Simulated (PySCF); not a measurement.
# One shape, several levels: C3H6OSi (SMILES COC#C[SiH3])

We compute a comparison of 5 runs (PBE/STO-3G, PBE/3-21G, PBE/6-31G*, PBE/6-31+G*, PBE/6-311+G**) of C3H6OSi. The job is set up through a Python script.

Program for the calculation: PySCF 2.14.0.

## 1. The system as given

C3H6OSi has 11 atoms, charge 0, and is taken as a singlet. SMILES: `COC#C[SiH3]`. Geometry: relaxed at PBE0-D4/def2-TZVP.

Bond lengths: C1–O2 1.436 Å, O2–C3 1.285 Å, C3–C4 1.211 Å, C4–Si5 1.806 Å, C1–H6 1.091 Å, C1–H7 1.087 Å, C1–H8 1.091 Å, Si5–H9 1.486 Å, Si5–H10 1.486 Å, Si5–H11 1.486 Å. Some angles: C1–O2–C3 115.1°, O2–C3–C4 178.6°, C3–C4–Si5 179.6°, O2–C1–H6 109.9°, O2–C1–H7 105.9°, O2–C1–H8 109.9°, C4–Si5–H9 109.5°, C4–Si5–H10 110.6°, C4–Si5–H11 110.6°, H6–C1–H7 110.5°.

## 2. A single-point energy at PBE/STO-3G (run 1)

File job.py:

```python
from pyscf import gto, dft

mol = gto.Mole()
mol.atom = '''
C      0.296120    -3.528308     3.187590
O      1.897474    -2.739725     1.143851
C      1.105679    -0.809181    -0.097699
C      0.406102     1.006279    -1.300887
Si    -0.615484     3.715957    -3.107844
H      0.113384    -2.002732     4.562933
H      1.223598    -5.153850     4.035888
H     -1.559969    -4.055352     2.459668
H     -3.039435     4.676127    -2.065849
H      1.298620     5.765554    -2.978775
H     -1.002689     3.017893    -5.799381
'''
mol.spin = 0
mol.verbose = 4
mol.unit = 'bohr'
mol.charge = 0
mol.basis = 'sto-3g'
mol.max_memory = 1860
mol.build()

mf = dft.RKS(mol)
mf.xc = 'pbe'
mf.conv_tol = 1e-10
mf.grids.level = 4
mf.kernel()
if not mf.converged:
    mf = mf.newton().run(mf.mo_coeff, mf.mo_occ)

etot = mf.e_tot
print('E = %.10f Eh' % etot)
```

Launch:

```sh
$ OMP_NUM_THREADS=1 python job.py
```

Log:

```text
PySCF version 2.14.0

[... 84 lines left out ...]
converged SCF energy = -476.337532286405
E = -476.3375322864 Eh
```

It took 7.5 s on 1 thread of Arm Neoverse V1, shared host; peak memory 0.27 GiB.

## 3. The energy at PBE/3-21G (run 2)

File calc.py:

```python
from pyscf import gto, dft

mol = gto.Mole()
mol.atom = '''
C      0.296120    -3.528308     3.187590
O      1.897474    -2.739725     1.143851
C      1.105679    -0.809181    -0.097699
C      0.406102     1.006279    -1.300887
Si    -0.615484     3.715957    -3.107844
H      0.113384    -2.002732     4.562933
H      1.223598    -5.153850     4.035888
H     -1.559969    -4.055352     2.459668
H     -3.039435     4.676127    -2.065849
H      1.298620     5.765554    -2.978775
H     -1.002689     3.017893    -5.799381
'''
mol.verbose = 3
mol.max_memory = 1860
mol.basis = '3-21g'
mol.unit = 'bohr'
mol.build()

myscf = dft.RKS(mol)
myscf.xc = 'pbe'
myscf.conv_tol = 1e-10
myscf.grids.level = 4
myscf.kernel()
if not myscf.converged:
    myscf = myscf.newton().run(myscf.mo_coeff, myscf.mo_occ)

e_final = myscf.e_tot
print('E(%s) = %.9f' % ('PBE', e_final))
```

Launch:

```sh
$ OMP_NUM_THREADS=1 python calc.py
```

Log:

```text
converged SCF energy = -479.559800022763
E(PBE) = -479.559800023
```

Wall time 11 s (1 thread of Arm Neoverse V1, shared host); peak memory 0.33 GiB.

Runs 3 to 4 aren't shown in full; the table further down has their settings and results.

## 4. A single-point energy at PBE/6-311+G(d,p) (run 5)

File input.py:

```python
from pyscf import gto, dft

molecule = gto.M(
    atom='''
C        0.156700      -1.867100       1.686800
O        1.004100      -1.449800       0.605300
C        0.585100      -0.428200      -0.051700
C        0.214900       0.532500      -0.688400
Si      -0.325700       1.966400      -1.644600
H        0.060000      -1.059800       2.414600
H        0.647500      -2.727300       2.135700
H       -0.825500      -2.146000       1.301600
H       -1.608400       2.474500      -1.093200
H        0.687200       3.051000      -1.576300
H       -0.530600       1.597000      -3.068900
''',
    max_memory=1860,
    verbose=4,
    basis='6-311+g**',
)

ks = dft.RKS(molecule, xc='pbe')
ks.conv_tol = 1e-10
ks.grids.level = 4
ks.kernel()
if not ks.converged:
    ks = ks.newton().run(ks.mo_coeff, ks.mo_occ)

e_tot = ks.e_tot
print('E = %.10f Eh' % e_tot)
```

Launch:

```sh
$ OMP_NUM_THREADS=1 python input.py
```

Log:

```text
PySCF version 2.14.0

[... 86 lines left out ...]
converged SCF energy = -482.223207992929
E = -482.2232079929 Eh
```

It took 40 s on 1 thread of Arm Neoverse V1, shared host; peak memory 1.1 GiB.

## 5. The series

| run | level | energy (Eh) | dipole moment (D) | HOMO energy (eV) | LUMO energy (eV) | wall time |
| --- | --- | --- | --- | --- | --- | --- |
| 1 | PBE/STO-3G | -476.337532 | 1.79 | -2.64 | 3.66 | 7.5 s |
| 2 | PBE/3-21G | -479.559800 | 2.87 | -5.49 | 0.05 | 11 s |
| 3 | PBE/6-31G* (spherical functions) | -482.134563 | 2.85 | -5.54 | -0.18 | 17 s |
| 4 | PBE/6-31+G* (spherical functions) | -482.145042 | 2.79 | -5.83 | -0.62 | 24 s |
| 5 | PBE/6-311+G** | -482.223208 | 2.76 | -5.90 | -0.69 | 40 s |

## 6. Summary of results

| quantity | value |
| --- | --- |
| run 5: total energy | -482.22321 Eh |
| run 5: dipole moment | 2.76 D |
| run 5: HOMO energy | -5.90 eV |
| run 5: LUMO energy | -0.69 eV |
| run 5: HOMO–LUMO gap | 5.21 eV |

**Reading.** The dipole moment (its size) runs from 1.79 D (PBE/STO-3G) to 2.87 D (PBE/3-21G). The HOMO–LUMO gap runs from 5.21 eV (PBE/6-311+G**) to 6.30 eV (PBE/STO-3G). In run 1 the basis is minimal, so the values are rough. All runs together took 1.7 min, the longest 40 s.
